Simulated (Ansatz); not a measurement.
**What each level of theory costs: a 3×3×3 supercell of Cu (Fm-3m), atoms displaced at random by about 0.04 Å along each cell vector, on Xeon 6975P-C cores, threads left to the program**

All times were clocked for whole runs of Ansatz 0.2.0, start-up included, one run at a time with no other job on the machine: an Intel Xeon 6975P-C node (Granite Rapids, 96 cores, 192 hardware threads, 360 GiB); a node with eight NVIDIA H100 80GB cards and 96 AMD EPYC 7R13 cores; a node with four NVIDIA GB300 Max-Q cards and 144 Grace (Neoverse V2) cores; a node with four NVIDIA GB200 cards and 144 Grace (Neoverse V2) cores. Times and memory are rounded to two significant figures, and ratios are formed from the unrounded values. A row is a single run, so small differences between rows aren't established. System services beside the runs took up to 6 cores (rounded up). Runs with a thread on every core shared the cores with them. Precision is the program's default, which can work at lower precision in parts of a run. Card memory is the largest of readings taken every 0.4 s, so short peaks can be missed, and it isn't given for runs under about 3 s. It shows what a run took, which needn't be the least that it can run in: the program holds more work at once where threads and free memory allow.

The first rung is PBE.

Commands are shown without the flags for output files and display.

The folder soft_1 holds one of the program's own sets of PAW files, generated with PBE and used with every functional where the input names it.

| Property | Result |
| --- | --- |
| atoms | 27 |
| valence electrons | 513 |
| cell volume | 309 Å³ |
| cutoff (chosen by the program) | 420 eV |
| k mesh | 5×5×5 |
| k points solved | 63 |
| symmetry operations used (translations within a supercell counted) | 1 |
| plane waves at Γ | 5985 |
| dense FFT grid | 54×54×54 |
| bands at the start | 284 |
| spin | none |
| first density | superposed atoms |

Input:

```yaml
crystal:
  lattice:
    - [0.000000, 5.366145, 5.366145]
    - [5.366145, 0.000000, 5.366145]
    - [5.366145, 5.366145, 0.000000]
  atoms:
    - { symbol: Cu, position: [0.000499, 0.006589, -0.004909] }
    - { symbol: Cu, position: [0.005231, -0.001366, 0.331955] }
    - { symbol: Cu, position: [0.010013, 0.000830, 0.666440] }
    # ... 23 more atoms, left out here ...
    - { symbol: Cu, position: [0.665736, 0.662034, 0.677516] }
kpoints:
  mp_grid: { grid: [5, 5, 5] }
hamiltonian:
  xc: pbe
  pseudopotentials: { azcp: { folder: soft_1 } }
scf:
  occupations: { method: fermi_dirac, width: 0.1 }
output: { forces: true, stress: true }
```

Command for every rung:

```bash
ansatz run input.yaml --backend cpu
```

Lines that stand in the other rungs' inputs in place of, or beside, those above:

```yaml
# r2SCAN
hamiltonian:
  xc: r2scan
# PBE with spin-orbit coupling
hamiltonian:
  pseudopotentials: { kind: paw_fr, azcp: { folder: soft_1 } }
magnetization: { noncollinear: true, spin_orbit: true }
output: { eigenvalues: true }
# PBE, all-electron LAPW
hamiltonian:
  pseudopotentials: { kind: all_electron, lapw: {} }
# HSE06
hamiltonian:
  xc: hse06
```

| level | wall time | against PBE | SCF clock | outside it | outputs asked | electrons in bands | bands at the start | cutoff (eV) | dense FFT grid | XC grid (× dense grid) | k points | SCF iterations | residual at close (eV) | eigensolver | threads | host memory (GiB) | remarks |
| --- | --- | --- | --- | --- | --- | --- | --- | --- | --- | --- | --- | --- | --- | --- | --- | --- | --- |
| PBE | 7.7 s | 1.0 | 7.3 s | 0.43 s | forces, stress | 513 | 284 | 420 | 54×54×54 | 8 | 63 | 11 | 4e-8 | band CG | 96 | 25 |  |
| r2SCAN | 17 s | 2.2 | 17 s | 0.52 s | forces, stress | 513 | 284 | 500 | 60×60×60 | 64 | 63 | 16 | 2e-7 | band CG | 96 | 32 |  |
| PBE, all-electron LAPW | 2.3 min | 18 | 2.2 min | 0.62 s | forces, stress | 513 | 308 | 400 | 50×50×50 |  | 63 | 15 | 6e-8 | Davidson | 96 | 84 |  |
| HSE06 | 4.7 min | 36 | 4.6 min | 1.6 s | forces, stress | 513 | 308 | 420 | 54×54×54 | 8 | 63 | 40 |  | Davidson | 96 | 55 | band table 32 s; SCF threshold loose for stress (1e-7 against 1.6e-9 eV); exchange threshold loose for stress (1e-6 against 1.6e-7 eV); exchange on 30×30×30 points |

The SCF clock is the program's own. It runs from the start of the first SCF loop to the final result and holds forces, stress, later SCFs and response steps. Outside it lie start-up, exit and the set-up ahead of the first loop, which depends on the cell and the method.

SCF iterations are those that the program logged, summed over all steps and exchange cycles of a run; an SCF made in search of a lower state can go uncounted. A hybrid's count includes the PBE SCF that it starts from. LAPW's cutoff and plane waves are those at the start; the program can enlarge the basis.

«slots a→b»: to fit the memory the program cut the eigensolver solves (one k point and spin each) that it holds at once from a to b, which trades time for memory. «SCF threshold loose for stress (a against b)»: the program warns that its threshold a on the density residual is looser than the b that it advises where a stress is wanted. The warning is on the threshold set and not on the residual reached, which can lie below it; a run set to the advised value can need more iterations. «exchange threshold loose for stress (a against b)»: the same warning for the energy threshold of a hybrid's exchange loop, again on the value set and not on the value reached. «exchange on a×b×c points»: exact exchange forms its pair densities on this grid and not on the dense one, without the augmentation charges, which are treated apart. «band table a s»: behind the SCF the program solved its bands further for a band table, asked for or not, which took a s of the SCF clock (told where that is 5 % of it or more). «card a of b GiB» or «host a of b GiB»: the run took three quarters or more of a card's memory (or the program reckoned to fill 85 % of what was free), or 60 % or more of the host memory that it had. The program fits its work to the free memory, so such a run may be limited by memory even where its log doesn't say so. Rows whose remarks tell of memory aren't like for like with rows without. Of long logs only the start and the end were kept, so a limit that memory set in between can be missed.

The machines don't compute alike at the default precision: the logs show emulated matrix products on GB200 and GB300, and some doubles held as pairs of floats on GB300.

The rungs don't all ask for the same outputs, so their times differ by more than the level of theory.

The program sets the grid for exchange-correlation by functional and task; the column gives its points per point of the dense FFT grid (LAPW has grids of its own).

The residual is the density residual (dr2) at which the first SCF closed; hybrids, which run several SCFs, have none listed. The eigensolver is the one reported for the main SCF.

At its default thresholds the program warns of the stress for hybrids alone, so a rung without the warning needn't be the more tightly converged one. The first rung closed at 4e-8 eV, above the 2.7e-9 eV that the program advises for its stress (1e-10 eV an atom; for hybrids it counts 16 atoms at most).

On cards the PAW terms of the exact-exchange stress are formed on the host, whole or in part, so cards needn't shorten that step.

The PAW files were made with PBE; for other functionals the program regenerates the frozen cores at set-up.

The same inputs on other machines (1 × H100: ansatz run input.yaml --backend cuda --devices 1; 1 × GB300: ansatz run input.yaml --backend cuda --devices 1; 1 × GB200: ansatz run input.yaml --backend cuda --devices 1). Wall time, with the SCF clock in brackets, then large parts of it, card memory and remarks (warnings on the input's settings that the first machine's log also gives are left out). A blank cell is a run that wasn't made, didn't finish or can't be compared:

| level | 1 × H100 | 1 × GB300 | 1 × GB200 |
| --- | --- | --- | --- |
| HSE06 | 2.7 min (2.6 min; 79 GiB; stress 66 s; card 79 of 80 GiB; band table 13 s; slots 63→43) | 3.2 min (3.1 min; 120 GiB; stress 46 s; band table 17 s) | 110 s (110 s; 130 GiB; stress 44 s; band table 11 s) |
| PBE | 5.9 s (3.9 s; 31 GiB) | 7.4 s (6.2 s; 48 GiB) | 4.2 s (2.8 s; 47 GiB) |
| PBE with spin-orbit coupling | 22 s (20 s; 67 GiB; card 67 of 80 GiB; slots 32→28) | 34 s (32 s; 130 GiB) | 17 s (15 s; 130 GiB) |
| PBE, all-electron LAPW | 72 s (69 s; 49 GiB; card 49 of 80 GiB; slots 63→15) | 2.5 min (2.5 min; 170 GiB; card 168 of 278 GiB) | 64 s (63 s; 96 GiB; card 96 of 185 GiB; slots 63→62) |
| r2SCAN | 10 s (8.1 s; 34 GiB) | 15 s (14 s; 53 GiB) | 7.5 s (6.0 s; 52 GiB) |

The program's choice of threads differs by rung: 48 or 96 on 1 × H100, 72 or 144 on 1 × GB300, 72 or 144 on 1 × GB200.

**Question.** How long does PBE with spin-orbit coupling take on Xeon 6975P-C cores, threads left to the program?

**Answer.** 120 s, 16 times the first rung, at a cutoff of 420 eV, in 17 SCF iterations against 11; peak host memory 120 GiB. Most of the added time is in the eigensolver (110 s against 6.2 s). It starts with 616 bands, against 284. Its exchange-correlation grid has 1 point per point of the dense FFT grid, against 8. Outputs asked: eigenvalues, against forces, stress in the first rung. The ratio hangs on the machine: on the SCF clock it is 16 here, 5.2 on 1 × GB300, 5.5 on 1 × GB200. The cause of this spread wasn't traced.
